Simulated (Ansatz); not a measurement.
# CH₈AlBOSi: up Jacob's ladder to CCSD(T)

An exercise on one series of results from a longer session: the logs are not shown, and one member is left open.

Method: functionals in def2-TZVPP, the program's frozen cores in correlated methods; program: Ansatz 0.2.0, Gaussian basis.

Plan: LDA (SPW92), PBE-D4, revPBE-D4, BLYP-D4, r2SCAN-D4, B97M-V, PBE0-D4, B3LYP-D4, r2SCANh-D4, r2SCAN0-D4, HSE06-D4, BHLYP-D4, CAM-B3LYP-D4, LC-ωPBE, ωB97X-V, ωB97M-V, B2PLYP, PBE-QIDH; CCSD(T)/def2-SVP; CCSD(T)/def2-TZVPP; MP2/def2-QZVPP; extrapolation to the limit; RPA on PBE.

**The geometry**

An earlier PBE0-D4 in a triple-zeta def2 set relaxation fixed the geometry.

SMILES `[CH3][Al]([SiH3])[BH]O`, 13 atoms, charge 0, spin multiplicity 1.

Atoms are counted from 1 here; the program's logs count them from 0.

Bond lengths: C1–Al2 1.956 Å, C1–H6 1.096 Å, C1–H7 1.095 Å, C1–H8 1.092 Å, Al2–Si3 2.480 Å, Al2–B4 2.170 Å, Si3–H9 1.493 Å, Si3–H10 1.500 Å, Si3–H11 1.493 Å, B4–O5 1.355 Å, B4–H12 1.204 Å, O5–H13 0.963 Å. Angles: Al2–C1–H6 110.4°, Al2–C1–H7 110.9°, Al2–C1–H8 113.1°, H6–C1–H7 106.2°, H6–C1–H8 107.9°, H7–C1–H8 108.1°, C1–Al2–Si3 119.0°, C1–Al2–B4 128.5°, Si3–Al2–B4 112.5°, Al2–Si3–H9 113.7°, Al2–Si3–H10 110.8°, Al2–Si3–H11 113.6°, H9–Si3–H10 105.6°, H9–Si3–H11 106.9°, H10–Si3–H11 105.6°, Al2–B4–O5 118.7°, Al2–B4–H12 127.5°, O5–B4–H12 113.8° and more.

Set-up of the first run:

in.yaml

```yaml
crystal:
  periodic: [false, false, false]
  atoms:
    - {symbol: C, position_ang: [-1.744574, -0.026503, 1.552321]}
    - {symbol: Al, position_ang: [-0.393186, -0.184670, 0.147131]}
    - {symbol: Si, position_ang: [1.578398, 1.318488, 0.200537]}
    - {symbol: B, position_ang: [-0.358532, -1.538769, -1.548653]}
    - {symbol: O, position_ang: [0.676591, -1.464982, -2.419744]}
    - {symbol: H, position_ang: [-2.193282, 0.973030, 1.540648]}
    - {symbol: H, position_ang: [-1.294240, -0.146774, 2.543394]}
    - {symbol: H, position_ang: [-2.550889, -0.757158, 1.455810]}
    - {symbol: H, position_ang: [1.230107, 2.768762, 0.127640]}
    - {symbol: H, position_ang: [2.479087, 1.059482, -0.970902]}
    - {symbol: H, position_ang: [2.433305, 1.138805, 1.411785]}
    - {symbol: H, position_ang: [-1.170566, -2.382619, -1.829482]}
    - {symbol: H, position_ang: [1.328182, -0.791892, -2.195583]}
basis:
  gaussian: {orbitals: def2-TZVPP}
hamiltonian: {xc: lda}
output: {orbitals: {seedname: orbitals}}
```

Launch:

```console
> ansatz run in.yaml --threads 4 --pin off --events-out ev --progress --plain --max-ram 10444MiB
```

Steps of the session up to this table: LDA; PBE-D4 (GGA); revPBE-D4 (GGA); BLYP-D4 (GGA); r2SCAN-D4 (meta-GGA); B97M-V (meta-GGA); B3LYP-D4 (hybrid); r2SCANh-D4 (hybrid); r2SCAN0-D4 (hybrid); HSE06-D4 (hybrid); BHLYP-D4 (hybrid); CAM-B3LYP-D4 (range-separated); LC-ωPBE (range-separated); ωB97X-V (range-separated); ωB97M-V (range-separated); B2PLYP (double hybrid); PBE-QIDH (double hybrid).

One table of the session follows, with a row left open; its other results are not shown here.

| functional | HOMO (eV) | LUMO (eV) | gap (eV) |
| --- | --- | --- | --- |
| LDA (SPW92) | -5.64 | -3.36 | 2.28 |
| PBE-D4 | -5.55 | -3.16 | 2.40 |
| revPBE-D4 | -5.51 | -3.06 | 2.45 |
| BLYP-D4 | -5.44 | -3.01 | 2.43 |
| r2SCAN-D4 | -5.75 | -2.99 | 2.76 |
| B97M-V | ? | ? | ? |
| PBE0-D4 | -6.65 | -2.37 | 4.28 |
| B3LYP-D4 | -6.48 | -2.55 | 3.93 |
| r2SCANh-D4 | -6.16 | -2.71 | 3.45 |
| r2SCAN0-D4 | -6.78 | -2.29 | 4.48 |
| HSE06-D4 | -6.26 | -2.74 | 3.51 |
| BHLYP-D4 | -7.67 | -1.53 | 6.14 |
| CAM-B3LYP-D4 | -7.93 | -1.35 | 6.58 |
| LC-ωPBE | -9.20 | -0.28 | 8.92 |
| ωB97X-V | -8.89 | -0.40 | 8.49 |
| ωB97M-V | -8.67 | -0.64 | 8.03 |

Q: Estimate the row for B97M-V from the others.

The run gave: HOMO (eV): -5.79; LUMO (eV): -3.12; gap (eV): 2.67. In the column «HOMO (eV)» it lies between r2SCANh-D4 (-6.16) and r2SCAN-D4 (-5.75).
